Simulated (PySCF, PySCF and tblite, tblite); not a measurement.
# C6H12B2: a path driven as rotation about a bond, and NMR exchange, part 3 of 3

PySCF and tblite. Atoms count from 0. The steps go on from the part before.

## 10. Shieldings, start: PBE0/6-311G**

Job settings and geometry (Å):

```
{"job": {"kind": "nmr", "xc": "PBE0", "basis": "6-311G**", "pop": false}, "charge": 0, "multiplicity": 1}
C     -1.743306    -2.248366     0.822738
C     -0.663116    -1.547725     0.485487
B     -0.665008    -0.167867    -0.231349
C     -1.809494     0.847818     0.040482
C     -1.755026     2.153431    -0.214808
C      0.531675     0.171837    -1.215265
B      1.669782     0.811383    -0.342001
C      2.771018    -0.071112     0.354728
H     -2.739527    -1.885175     0.624825
H     -1.689841    -3.223894     1.283206
H      0.299248    -2.007115     0.691543
H     -2.715846     0.482097     0.514326
H     -0.884104     2.602693    -0.663841
H     -2.560174     2.831754     0.026708
H      0.198019     0.860492    -1.989463
H      0.880380    -0.746445    -1.687209
H      1.692045     1.973181    -0.169448
H      3.771952     0.302445     0.140702
H      2.746907    -1.124923     0.087885
H      2.659266    -0.003832     1.437718
```

Standard output:

```text
coarse grid: 16128 points
cycle   1  E = -285.1491687571  dE =  6.531e-01  |g| = 5.618e-01  |ddm| = 3.359e+00
cycle   2  E = -285.1304101024  dE =  1.876e-02  |g| = 6.248e-01  |ddm| = 9.511e-01
cycle   3  E = -285.2328477121  dE = -1.024e-01  |g| = 1.156e-01  |ddm| = 5.616e-01
cycle   4  E = -285.2360184315  dE = -3.171e-03  |g| = 4.272e-02  |ddm| = 9.948e-02
cycle   5  E = -285.2364886210  dE = -4.702e-04  |g| = 6.171e-03  |ddm| = 2.916e-02
cycle   6  E = -285.2364981767  dE = -9.556e-06  |g| = 1.627e-03  |ddm| = 5.867e-03
final grid: 154128 points
cycle   7  E = -285.2220818366  dE = -5.621e-05  |g| = 9.582e-03  |ddm| = 4.221e-02
cycle   8  E = -285.2220792493  dE =  2.587e-06  |g| = 1.013e-02  |ddm| = 1.465e-02
cycle   9  E = -285.2221052495  dE = -2.600e-05  |g| = 6.419e-04  |ddm| = 7.300e-03
cycle  10  E = -285.2221053280  dE = -7.844e-08  |g| = 3.299e-04  |ddm| = 6.589e-04
cycle  11  E = -285.2221053549  dE = -2.688e-08  |g| = 9.203e-05  |ddm| = 2.751e-04
cycle  12  E = -285.2221053569  dE = -2.051e-09  |g| = 2.596e-05  |ddm| = 7.161e-05
cycle  13  E = -285.2221053571  dE = -1.679e-10  |g| = 4.000e-06  |ddm| = 2.223e-05
converged SCF energy = -285.2221053571

GIAO shielding tensors (ppm)
atom      isotropic    diamagn.    paramagn.     s11        s22        s33       span
  0 C       52.950     253.512    -200.562    -61.628     49.210    171.268    232.896
  1 C       37.272     256.739    -219.467    -87.699     30.115    169.401    257.100
  2 B       42.050     192.063    -150.014     -5.991     16.432    115.708    121.699
  3 C       41.872     256.314    -214.443    -79.916     26.887    178.645    258.561
  4 C       44.036     254.224    -210.189    -76.964     39.242    169.830    246.794
  5 C      138.904     249.996    -111.091     69.734    160.840    186.140    116.406
  6 B       19.931     194.225    -174.294    -53.060     -8.418    121.272    174.332
  7 C      172.448     248.187     -75.740    150.173    181.755    185.415     35.242
  8 H       25.659      32.234      -6.576     22.195     25.744     29.038      6.843
  9 H       25.665      30.027      -4.362     22.816     25.360     28.820      6.004
 10 H       24.656      34.177      -9.522     19.746     24.315     29.906     10.160
 11 H       24.715      32.887      -8.172     20.816     24.307     29.023      8.208
 12 H       25.063      33.256      -8.193     21.850     24.628     28.712      6.862
 13 H       25.208      29.663      -4.456     22.504     25.060     28.058      5.554
 14 H       28.764      32.613      -3.848     25.865     28.914     31.515      5.650
 15 H       29.146      32.599      -3.453     27.113     28.637     31.687      4.574
 16 H       23.977      32.119      -8.143     17.857     26.040     28.033     10.177
 17 H       30.820      28.852       1.968     27.180     28.967     36.315      9.135
 18 H       30.655      31.659      -1.004     27.697     30.508     33.761      6.064
 19 H       31.266      30.422       0.844     27.906     29.802     36.090      8.184
```

Run time: 25 s. Hardware: 1 thread of Arm Neoverse V2, shared host; peak memory 0.87 GiB.

This run: HOMO -7.63 eV, LUMO -1.94 eV; dipole 0.48 D.

## 11. Single-point energy, saddle of leg 1: PBE0/6-311G**

Job settings and geometry (Å):

```
{"job": {"kind": "sp", "xc": "PBE0", "basis": "6-311G**", "pop": false}, "charge": 0, "multiplicity": 1}
C     -1.850730    -1.945795     0.679256
C     -0.698439    -1.462409     0.218975
B     -0.487104     0.010158    -0.234080
C     -1.491130     1.119483     0.201167
C     -2.524175     1.594340    -0.479110
C      0.786730     0.384497    -1.096039
B      1.908358     0.789383    -0.072023
C      2.935181    -0.265121     0.483909
H     -2.719638    -1.314143     0.779010
H     -1.984733    -2.980056     0.960303
H      0.129843    -2.158742     0.129029
H     -1.307241     1.542588     1.186768
H     -2.772175     1.220446    -1.460231
H     -3.173708     2.367195    -0.097173
H      0.552455     1.220283    -1.753907
H      1.094100    -0.471394    -1.695991
H      1.967550     1.896598     0.314138
H      3.958444     0.050147     0.279707
H      2.815272    -1.269938     0.086383
H      2.861138    -0.327519     1.569908
```

Standard output:

```text
coarse grid: 16128 points
cycle   1  E = -285.1455871190  dE =  6.544e-01  |g| = 5.620e-01  |ddm| = 3.363e+00
cycle   2  E = -285.1334316701  dE =  1.216e-02  |g| = 6.071e-01  |ddm| = 9.317e-01
cycle   3  E = -285.2298848513  dE = -9.645e-02  |g| = 1.000e-01  |ddm| = 5.258e-01
cycle   4  E = -285.2320617630  dE = -2.177e-03  |g| = 4.636e-02  |ddm| = 9.549e-02
cycle   5  E = -285.2326221749  dE = -5.604e-04  |g| = 5.144e-03  |ddm| = 3.134e-02
cycle   6  E = -285.2326287475  dE = -6.573e-06  |g| = 1.678e-03  |ddm| = 5.231e-03
final grid: 154128 points
cycle   7  E = -285.2172702985  dE = -4.552e-05  |g| = 9.288e-03  |ddm| = 3.520e-02
cycle   8  E = -285.2172679778  dE =  2.321e-06  |g| = 9.779e-03  |ddm| = 1.373e-02
cycle   9  E = -285.2172921128  dE = -2.414e-05  |g| = 6.207e-04  |ddm| = 6.891e-03
cycle  10  E = -285.2172921878  dE = -7.501e-08  |g| = 3.030e-04  |ddm| = 6.367e-04
cycle  11  E = -285.2172922105  dE = -2.263e-08  |g| = 8.110e-05  |ddm| = 2.447e-04
cycle  12  E = -285.2172922120  dE = -1.575e-09  |g| = 1.985e-05  |ddm| = 6.244e-05
cycle  13  E = -285.2172922121  dE = -9.572e-11  |g| = 5.594e-06  |ddm| = 1.903e-05
converged SCF energy = -285.2172922121
```

It took 13 s on 1 thread of Arm Neoverse V2, shared host; peak memory 0.71 GiB.

This run: HOMO -7.34 eV, LUMO -1.81 eV; dipole 0.85 D.

## 12. Shieldings, end: PBE0/6-311G**

Job settings and geometry (Å):

```
{"job": {"kind": "nmr", "xc": "PBE0", "basis": "6-311G**", "pop": false}, "charge": 0, "multiplicity": 1}
C     -1.601429    -1.711375     0.788614
C     -0.779552    -1.309684    -0.178204
B     -0.445984     0.175198    -0.497859
C     -1.457437     1.315140    -0.199302
C     -2.781851     1.210866    -0.282462
C      0.964830     0.541918    -1.120072
B      1.944238     0.750005     0.090715
C      2.771826    -0.448741     0.685359
H     -2.114932    -1.002687     1.418857
H     -1.783371    -2.753235     1.008950
H     -0.279261    -2.087338    -0.748407
H     -1.054776     2.292915     0.050049
H     -3.255126     0.282664    -0.561977
H     -3.448687     2.041371    -0.102127
H      0.885572     1.451781    -1.714210
H      1.307884    -0.271581    -1.758058
H      2.055115     1.813450     0.576800
H      3.835416    -0.291791     0.501350
H      2.511072    -1.421484     0.275952
H      2.667092    -0.502338     1.768508
```

Standard output:

```text
coarse grid: 16128 points
cycle   1  E = -285.1512167395  dE =  6.521e-01  |g| = 5.621e-01  |ddm| = 3.356e+00
cycle   2  E = -285.1315183499  dE =  1.970e-02  |g| = 6.274e-01  |ddm| = 9.509e-01
cycle   3  E = -285.2347446573  dE = -1.032e-01  |g| = 1.180e-01  |ddm| = 5.635e-01
cycle   4  E = -285.2380797836  dE = -3.335e-03  |g| = 4.307e-02  |ddm| = 1.041e-01
cycle   5  E = -285.2385687619  dE = -4.890e-04  |g| = 4.979e-03  |ddm| = 3.069e-02
cycle   6  E = -285.2385751359  dE = -6.374e-06  |g| = 1.547e-03  |ddm| = 5.511e-03
final grid: 154128 points
cycle   7  E = -285.2226626688  dE = -5.038e-05  |g| = 9.130e-03  |ddm| = 3.567e-02
cycle   8  E = -285.2226605593  dE =  2.109e-06  |g| = 9.556e-03  |ddm| = 1.364e-02
cycle   9  E = -285.2226838602  dE = -2.330e-05  |g| = 5.745e-04  |ddm| = 6.986e-03
cycle  10  E = -285.2226839155  dE = -5.532e-08  |g| = 3.196e-04  |ddm| = 5.632e-04
cycle  11  E = -285.2226839406  dE = -2.509e-08  |g| = 9.444e-05  |ddm| = 2.604e-04
cycle  12  E = -285.2226839429  dE = -2.319e-09  |g| = 2.598e-05  |ddm| = 8.695e-05
cycle  13  E = -285.2226839431  dE = -1.705e-10  |g| = 7.586e-06  |ddm| = 2.454e-05
converged SCF energy = -285.2226839431

GIAO shielding tensors (ppm)
atom      isotropic    diamagn.    paramagn.     s11        s22        s33       span
  0 C       45.215     255.239    -210.025    -64.819     34.052    166.411    231.230
  1 C       38.900     255.931    -217.031    -85.243     33.542    168.401    253.644
  2 B       39.400     192.758    -153.358     -9.173     12.202    115.171    124.344
  3 C       38.577     256.455    -217.878    -85.624     31.316    170.039    255.663
  4 C       49.276     253.782    -204.506    -59.419     40.299    166.948    226.366
  5 C      135.319     248.904    -113.585     66.504    153.034    186.418    119.914
  6 B       18.552     193.302    -174.750    -54.673    -13.968    124.298    178.971
  7 C      172.515     247.750     -75.235    149.567    181.220    186.758     37.191
  8 H       25.869      33.687      -7.818     21.785     26.223     29.600      7.816
  9 H       25.581      30.726      -5.145     23.046     25.454     28.244      5.198
 10 H       24.640      33.486      -8.845     20.010     24.944     28.966      8.956
 11 H       24.648      32.887      -8.238     20.436     24.742     28.767      8.331
 12 H       25.900      32.271      -6.371     21.978     26.007     29.716      7.738
 13 H       25.667      29.648      -3.980     23.209     25.573     28.220      5.011
 14 H       28.756      31.405      -2.649     26.435     28.728     31.105      4.670
 15 H       29.128      32.418      -3.289     27.061     28.300     32.024      4.963
 16 H       23.978      31.458      -7.481     17.934     26.424     27.575      9.641
 17 H       31.173      28.408       2.765     27.354     29.322     36.843      9.489
 18 H       30.748      31.782      -1.034     27.739     30.469     34.038      6.299
 19 H       31.119      30.090       1.029     27.914     29.412     36.031      8.118
```

Run time: 25 s. Hardware: 1 thread of Arm Neoverse V2, shared host; peak memory 0.95 GiB.

This run: HOMO -7.67 eV, LUMO -1.84 eV; dipole 0.77 D.

## 13. Second level: PBE0/6-311G** + D3(BJ)

Job settings and geometry (Å):

```
{"job": {"smiles": "C=CB(C=C)CBC", "charge": 0, "mult": 1, "motion": "rotation", "what": "aryl or vinyl borane", "atoms": [2, 3], "drives": [{"terms": [["t", [1, 2, 3, 4], 0.25], ["t", [1, 2, 3, 11], 0.25], ["t", [5, 2, 3, 4], 0.25], ["t", [5, 2, 3, 11], 0.25]], "by": 180, "n": 12}], "study": "path", "level": {"kind": "nmr", "xc": "PBE0", "basis": "6-311G**", "wide": true}, "fields": [90, 200, 270], "first": 4, "seed": 807, "kind": "pathvar"}, "charge": 0, "multiplicity": 1}
C     -1.743306    -2.248366     0.822738
C     -0.663116    -1.547725     0.485487
B     -0.665008    -0.167867    -0.231349
C     -1.809494     0.847818     0.040482
C     -1.755026     2.153431    -0.214808
C      0.531675     0.171837    -1.215265
B      1.669782     0.811383    -0.342001
C      2.771018    -0.071112     0.354728
H     -2.739527    -1.885175     0.624825
H     -1.689841    -3.223894     1.283206
H      0.299248    -2.007115     0.691543
H     -2.715846     0.482097     0.514326
H     -0.884104     2.602693    -0.663841
H     -2.560174     2.831754     0.026708
H      0.198019     0.860492    -1.989463
H      0.880380    -0.746445    -1.687209
H      1.692045     1.973181    -0.169448
H      3.771952     0.302445     0.140702
H      2.746907    -1.124923     0.087885
H      2.659266    -0.003832     1.437718
```

Standard output:

```text
stationary points (kcal/mol above the start)
  n  kind          group   xTB      DFT    lowest mode
  0  minimum      C1       0.00     0.00      47.2
  1  saddle       C1       1.15     3.18     -73.0
  2  minimum      C1      -0.06    -0.36      38.2

GFN2-xTB energies: T/K, barrier G, reaction G (kcal/mol), k forward, k back (1/s)
 150.00     0.73    -0.15   2.69e+11   1.65e+11
 200.00     0.78    -0.17    5.9e+11   3.89e+11
 250.00     0.84    -0.19   9.61e+11   6.61e+11
 298.15     0.91    -0.21   1.33e+12   9.37e+11
 350.00     1.01    -0.23   1.72e+12   1.23e+12
 400.00     1.11    -0.25   2.07e+12   1.51e+12
 500.00     1.33    -0.30   2.72e+12   2.01e+12

B3LYP/pcSseg-1 + D3(BJ) energies: T/K, barrier G, reaction G (kcal/mol), k forward, k back (1/s)
 150.00     3.04    -0.25   1.16e+08   4.99e+07
 200.00     3.09    -0.27   1.77e+09   8.93e+08
 250.00     3.15    -0.29   9.21e+09   5.11e+09
 298.15     3.22    -0.31    2.7e+10   1.59e+10
 350.00     3.32    -0.34    6.2e+10   3.83e+10
 400.00     3.42    -0.36   1.13e+11   7.22e+10
 500.00     3.64    -0.40   2.66e+11   1.77e+11

PBE0/6-311G** + D3(BJ) energies: T/K, barrier G, reaction G (kcal/mol), k forward, k back (1/s)
 150.00     2.77    -0.45    2.9e+08    6.4e+07
 200.00     2.81    -0.47   3.51e+09   1.08e+09
 250.00     2.88    -0.49   1.59e+10   5.93e+09
 298.15     2.95    -0.51   4.27e+10    1.8e+10
 350.00     3.04    -0.53   9.17e+10   4.26e+10
 400.00     3.14    -0.56    1.6e+11   7.93e+10
 500.00     3.37    -0.60    3.5e+11   1.91e+11
```

Run time: 2.5 min. Hardware: 1 thread of Arm Neoverse V2, shared host; peak memory 0.95 GiB. This counts the runs that the step sums up.

Barriers by level (kcal/mol; entropies in cal/(mol K)). Zero-point and thermal terms come from xTB in every row. ΔG‡ leaves symmetry out; the rate counts one path; effective ΔG‡, where given, is the barrier that would give that rate by Eyring's equation alone:

```
                  level   ΔE‡  with zero-point   ΔH‡   ΔS‡  ΔG‡ (298 K)  ΔE of reaction  k at 298 K (1/s)  effective ΔG‡
               GFN2-xTB  1.15             0.68  0.35  -1.9         0.91           -0.06           1.3e+12           0.91
B3LYP/pcSseg-1 + D3(BJ)  3.46             2.99  2.66  -1.9         3.22           -0.17           2.7e+10           3.22
 PBE0/6-311G** + D3(BJ)  3.18             2.72  2.38  -1.9         2.95           -0.36           4.3e+10           2.95
```

## 14. What came out

This closing draws on all 3 parts.

| quantity | value |
| --- | --- |
| barrier (B3LYP/pcSseg-1 + D3(BJ)) | ΔE‡ 3.5, ΔG‡(298 K) 3.2 kcal/mol |
| barrier (GFN2-xTB) | ΔE‡ 1.1 kcal/mol |
| rate at 298 K | 2.7e+10 s⁻¹ |
| end of the path | -0.2 kcal/mol from the start |

The barrier is 3.5 kcal/mol at the DFT level (xTB: 1.1); with thermal terms and the count of paths the DFT value gives a rate of 2.7e+10 s⁻¹ at 298 K. An error of 1.4 kcal/mol changes that rate tenfold. PBE0/6-311G** + D3(BJ) moves the barrier from 3.5 to 3.2 kcal/mol.
